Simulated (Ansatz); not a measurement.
# C₃H₈BF: up Jacob's ladder to CCSD(T)

One table from this session's results is given with a row withheld; the runs are named, their logs left out.

Program: Ansatz 0.2.0, Gaussian basis. Level of theory: functionals in def2-TZVPP, the program's frozen cores in correlated methods. These are calculated values, not measurements.

Plan: PBE-D4, r2SCAN-D4, PBE0-D4, B3LYP-D4, ωB97X-V, ωB97M-V, B2PLYP; CCSD(T)/def2-TZVPP; MP2/def2-QZVPP; extrapolation to the limit.

### The relaxed structure

An earlier PBE0-D4 in a triple-zeta def2 set relaxation fixed the geometry.

SMILES `CBCCF`, 13 atoms, charge 0, spin multiplicity 1.

Atoms are counted from 1 here; the program's logs count them from 0.

Bond lengths: C1–B2 1.558 Å, C1–H6 1.101 Å, C1–H7 1.091 Å, C1–H8 1.094 Å, B2–C3 1.563 Å, B2–H9 1.202 Å, C3–C4 1.503 Å, C3–H10 1.100 Å, C3–H11 1.100 Å, C4–F5 1.389 Å, C4–H12 1.095 Å, C4–H13 1.095 Å. Angles: B2–C1–H6 105.9°, B2–C1–H7 116.5°, B2–C1–H8 112.4°, H6–C1–H7 107.1°, H6–C1–H8 104.6°, H7–C1–H8 109.4°, C1–B2–C3 125.6°, C1–B2–H9 118.0°, C3–B2–H9 116.4°, B2–C3–C4 117.7°, B2–C3–H10 107.4°, B2–C3–H11 107.3°, C4–C3–H10 109.9°, C4–C3–H11 109.9°, H10–C3–H11 103.7°, C3–C4–F5 110.9°, C3–C4–H12 111.6°, C3–C4–H13 111.6° and more.

The first run:

Contents of in.yaml:

```yaml
crystal:
  periodic: [false, false, false]
  atoms:
    - {symbol: C, position_ang: [-1.685314, 0.114753, -0.520598]}
    - {symbol: B, position_ang: [-0.606489, -0.923052, -0.090507]}
    - {symbol: C, position_ang: [0.863831, -0.589284, 0.322664]}
    - {symbol: C, position_ang: [1.269204, 0.857829, 0.351086]}
    - {symbol: F, position_ang: [2.598989, 0.991316, 0.727742]}
    - {symbol: H, position_ang: [-1.770438, 0.025166, -1.615129]}
    - {symbol: H, position_ang: [-1.470361, 1.161699, -0.299182]}
    - {symbol: H, position_ang: [-2.680372, -0.139811, -0.145048]}
    - {symbol: H, position_ang: [-0.904164, -2.087855, -0.112388]}
    - {symbol: H, position_ang: [1.530134, -1.152278, -0.346991]}
    - {symbol: H, position_ang: [1.038017, -1.047012, 1.307590]}
    - {symbol: H, position_ang: [1.164844, 1.324750, -0.633497]}
    - {symbol: H, position_ang: [0.672419, 1.429079, 1.069158]}
basis:
  gaussian: {orbitals: def2-TZVPP}
hamiltonian: {xc: pbe, dispersion: d4}
output: {forces: true, orbitals: {seedname: orbitals}}
```

Launch:

```console
$ ansatz run in.yaml --threads 4 --pin off --events-out ev --progress --plain --max-ram 10444MiB
```

Steps of the session up to this table: PBE-D4 (GGA); r2SCAN-D4 (meta-GGA); PBE0-D4 (hybrid); B3LYP-D4 (hybrid); ωB97X-V (range-separated); ωB97M-V (range-separated); B2PLYP (double hybrid); CCSD(T) in def2-TZVPP; MP2 in def2-QZVPP.

One table of the session follows, with a row left open; its other results are not shown here.

| method | atoms, summed (eV) | atomisation energy (kcal/mol) |
| --- | --- | --- |
| PBE-D4 | -6576.014 | 1220.9 |
| r2SCAN-D4 | -6581.415 | 1203.7 |
| PBE0-D4 | -6577.505 | 1205.7 |
| B3LYP-D4 | -6585.965 | 1200.6 |
| ωB97X-V | -6583.295 | 1200.2 |
| ωB97M-V | -6582.079 | 1202.5 |
| B2PLYP | -6580.367 | 1188.6 |
| HF/def2-TZVPP | -6558.490 | 914.1 |
| MP2/def2-TZVPP | ? | ? |
| CCSD/def2-TZVPP | -6573.011 | 1156.9 |
| CCSD(T)/def2-TZVPP | -6573.306 | 1170.3 |
| MP2/CBS | -6572.747 | 1210.4 |
| CCSD(T)/CBS | -6575.601 | 1195.2 |

Estimate the missing values for MP2/def2-TZVPP.

The run gave: atoms, summed (eV): -6570.452; atomisation energy (kcal/mol): 1185.5. In the column «atoms, summed (eV)» it lies between MP2/CBS (-6572.747) and HF/def2-TZVPP (-6558.490).
